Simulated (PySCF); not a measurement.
# BHBr (SMILES [BH]Br): levels of theory compared

Wanted: a comparison of 3 runs (UB3LYP/STO-3G, UM06-2X/STO-3G, NEVPT2(3,3)/STO-3G) of BHBr. The job is set up through a Python script.

Program for the calculation: PySCF 2.14.0.

19 further runs of the same task are left out: 8 that didn't finish, 11 set aside as unsound or not needed.

## (1) The system as given

BHBr: 3 atoms, total charge 0, spin state doublet. SMILES: `[BH]Br`. The B1–Br2 distance was set to 4.109 Å, away from the relaxed value. At this shape a bond of the SMILES string is far longer than usual.

Bond lengths: B1–H3 1.193 Å.

## (2) A single-point energy at UB3LYP/STO-3G (run 1)

File run.py:

```python
from pyscf import gto, dft

mol = gto.M(
    atom='''
B     -1.625122    -1.826459    -1.106314
Br     1.181000     0.563200     0.709800
H     -2.628022    -1.408459    -1.597914
''',
    charge=0,
    spin=1,
    basis='sto-3g',
    max_memory=1860,
    verbose=4,
)

myscf = dft.UKS(mol)
myscf.xc = 'b3lyp'
myscf.grids.level = 5
myscf.conv_tol = 1e-10
myscf.kernel()
if not myscf.converged:
    myscf = myscf.newton().run(myscf.mo_coeff, myscf.mo_occ)

e_final = myscf.e_tot
print('Final energy', e_final)
```

The run is started by

```bash
$ OMP_NUM_THREADS=1 python run.py
```

The log of the run:

```text
PySCF version 2.14.0

[INPUT] num. atoms = 3
[INPUT] num. electrons = 41
[INPUT] charge = 0
[INPUT] spin (= nelec alpha-beta = 2S) = 1
[INPUT] symmetry False subgroup None
[INPUT] Mole.unit = angstrom
[INPUT] Symbol           X                Y                Z      unit          X                Y                Z       unit  Magmom
[INPUT]  1 B     -1.625122000000  -1.826459000000  -1.106314000000 AA   -3.071035499005  -3.451507287747  -2.090630467772 Bohr   0.0
[INPUT]  2 Br     1.181000000000   0.563200000000   0.709800000000 AA    2.231766553111   1.064293753355   1.341327603216 Bohr   0.0
[INPUT]  3 H     -2.628022000000  -1.408459000000  -1.597914000000 AA   -4.966241829332  -2.661601767679  -3.019619830608 Bohr   0.0

nuclear repulsion = 28.5593075491049
number of shells = 12
number of NR pGTOs = 72
number of NR cGTOs = 24
basis = sto-3g
ecp = {}

[... 34 lines left out ...]
WARN: HOMO -0.214672754790199 >= LUMO -0.214672754790188
[... 5 lines left out ...]
WARN: HOMO 0.116470508053344 >= LUMO 0.1165191897236
[... 90 lines left out ...]
converged SCF energy = -2570.85971915053  <S^2> = 0.75332433  2S+1 = 2.0033216
Final energy -2570.859719150529
```

Wall time 8.1 s (1 thread of Arm Neoverse V1, shared host); peak memory 0.21 GiB.

## (3) A single-point energy at UM06-2X/STO-3G (run 2)

File mol.xyz:

```xyz
3
BBrH
B     -1.625122    -1.826459    -1.106314
Br     1.181000     0.563200     0.709800
H     -2.628022    -1.408459    -1.597914
```

File run.py:

```python
from pyscf import gto, dft

system = gto.M(
    atom='mol.xyz',
    verbose=3,
    basis='sto-3g',
    max_memory=1860,
    spin=1,
)

mf = dft.UKS(system)
mf.xc = 'm06-2x'
mf.conv_tol = 1e-10
mf.grids.level = 5
mf.kernel()
if not mf.converged:
    mf = mf.newton().run(mf.mo_coeff, mf.mo_occ)

etot = mf.e_tot
print('E(%s) = %.9f' % ('M06-2X', etot))
```

The run is started by

```bash
$ OMP_NUM_THREADS=1 python run.py
```

The log of the run:

```text
WARN: HOMO -0.200530855702856 >= LUMO -0.200530855702862

WARN: HOMO 0.0556052659327483 >= LUMO 0.0557071406221556

WARN: HOMO -0.116528440687646 >= LUMO -0.116420624895914

converged SCF energy = -2570.89429677175  <S^2> = 0.75009089  2S+1 = 2.0000909
E(M06-2X) = -2570.894296772
```

Wall time 15 s (1 thread of Arm Neoverse V1, shared host); peak memory 0.22 GiB.

## (4) A single-point energy at NEVPT2(3,3)/STO-3G (run 3)

File run.py:

```python
import numpy
from pyscf import gto, scf, mp, mcscf, mrpt

molecule = gto.M(
    atom='''
B       -1.625122      -1.826459      -1.106314
Br       1.181000       0.563200       0.709800
H       -2.628022      -1.408459      -1.597914
''',
    max_memory=1860,
    verbose=4,
    basis='sto-3g',
    spin=1,
    charge=0,
)

hf = molecule.ROHF()
hf.conv_tol = 1e-10
hf.kernel()
if not hf.converged:
    hf = hf.newton().run(hf.mo_coeff, hf.mo_occ)

pt = mp.MP2(scf.addons.convert_to_uhf(hf)).run()
noons, natorbs = mcscf.addons.make_natural_orbitals(pt)
print('natural occupations', numpy.round(noons[:40], 4))
cas = mcscf.CASSCF(hf, 3, 3)
cas.fix_spin_(ss=0.75)
cas.natorb = True
cas.kernel(natorbs)
e_pt2 = mrpt.NEVPT(cas).kernel()
energy = cas.e_tot + e_pt2
print('E(%s) = %.9f' % ('NEVPT2', energy))
```

The run is started by

```bash
$ OMP_NUM_THREADS=1 python run.py
```

The log of the run:

```text
PySCF version 2.14.0

[INPUT] num. atoms = 3
[INPUT] num. electrons = 41
[INPUT] charge = 0
[INPUT] spin (= nelec alpha-beta = 2S) = 1
[INPUT] symmetry False subgroup None
[INPUT] Mole.unit = angstrom
[INPUT] Symbol           X                Y                Z      unit          X                Y                Z       unit  Magmom
[INPUT]  1 B     -1.625122000000  -1.826459000000  -1.106314000000 AA   -3.071035499005  -3.451507287747  -2.090630467772 Bohr   0.0
[INPUT]  2 Br     1.181000000000   0.563200000000   0.709800000000 AA    2.231766553111   1.064293753355   1.341327603216 Bohr   0.0
[INPUT]  3 H     -2.628022000000  -1.408459000000  -1.597914000000 AA   -4.966241829332  -2.661601767679  -3.019619830608 Bohr   0.0

nuclear repulsion = 28.5593075491049
number of shells = 12
number of NR pGTOs = 72
number of NR cGTOs = 24
basis = sto-3g
ecp = {}

[... 73 lines left out ...]
converged SCF energy = -2569.38905874411
[... 33 lines left out ...]
sorting_mo_energy = False
[... 26 lines left out ...]
1-step CASSCF converged in   6 macro ( 46 JK  12 micro) steps
[... 2 lines left out ...]
Natural orbital (expansion on meta-Lowdin AOs) in CAS space
[... 10 lines left out ...]
CASSCF energy = -2569.41078349331
[... 2 lines left out ...]
******** <class 'pyscf.mrpt.nevpt2.NEVPT'> ********
NEVPT2 (2e+1e, 3o), ncore = 19, nvir = 2
root = 0
Natural occ [1.90509513 0.99999934 0.09490553]
Natural orbital (expansion on meta-Lowdin AOs) in CAS space
               #1        #2        #3
0 B 1s          -0.00641   0.00018   0.00000
0 B 2s           0.88529  -0.00897   0.00008
0 B 2px          0.39055  -0.00376  -0.26199
[... 20 lines of this table left out ...]
2 H 1s           0.01903   0.00260   0.00047
<CAS-nat-orb|mo-hf>  20     17       0.43351138
<CAS-nat-orb|mo-hf>  20     20       0.90012267
<CAS-nat-orb|mo-hf>  21     21      -0.99999936
<CAS-nat-orb|mo-hf>  22     22      -0.99999965
Sr    (-1)',   E = -0.00000026959054
Si    (+1)',   E = -0.00001072955212
Sijrs (0)  ,   E = -0.00995636511596
Sijr  (+1) ,   E = -0.00000873311200
Srsi  (-1) ,   E = -0.00123697789772
Srs   (-2) ,   E = -0.00483455745871
Sij   (+2) ,   E = -0.00026762393944
Sir   (0)' ,   E = -0.00001115899606
Nevpt2 Energy = -0.016326415662553
E(NEVPT2) = -2569.427109909
```

Wall time 1.1 s (1 thread of Arm Neoverse V1, shared host); peak memory 0.12 GiB.

## (5) Overview of the runs

```
run               level  integration grid      active selection   energy (Eh)  dipole moment (D) of the reference  HOMO energy (eV)  LUMO energy (eV)  wall time
  1       UB3LYP/STO-3G                 5                     –  -2570.859719                                1.87             -3.55             -2.33      8.1 s
  2      UM06-2X/STO-3G                 5                     –  -2570.894297                                0.96             -4.53             -1.17       15 s
  3  NEVPT2(3,3)/STO-3G                 –  mp2 natural orbitals  -2569.427110                                1.01                 –                 –      1.1 s
```

## (6) Results

| quantity | value |
| --- | --- |
| run 3: total energy | -2569.42711 Eh |
| run 3: dipole moment (Hartree–Fock density) | 1.01 D |

**Reading.** Totals of different functionals can't be ranked against each other. In runs 1, 2, 3 the basis is minimal, so the values are rough. All runs together took 25 s, the longest 15 s.
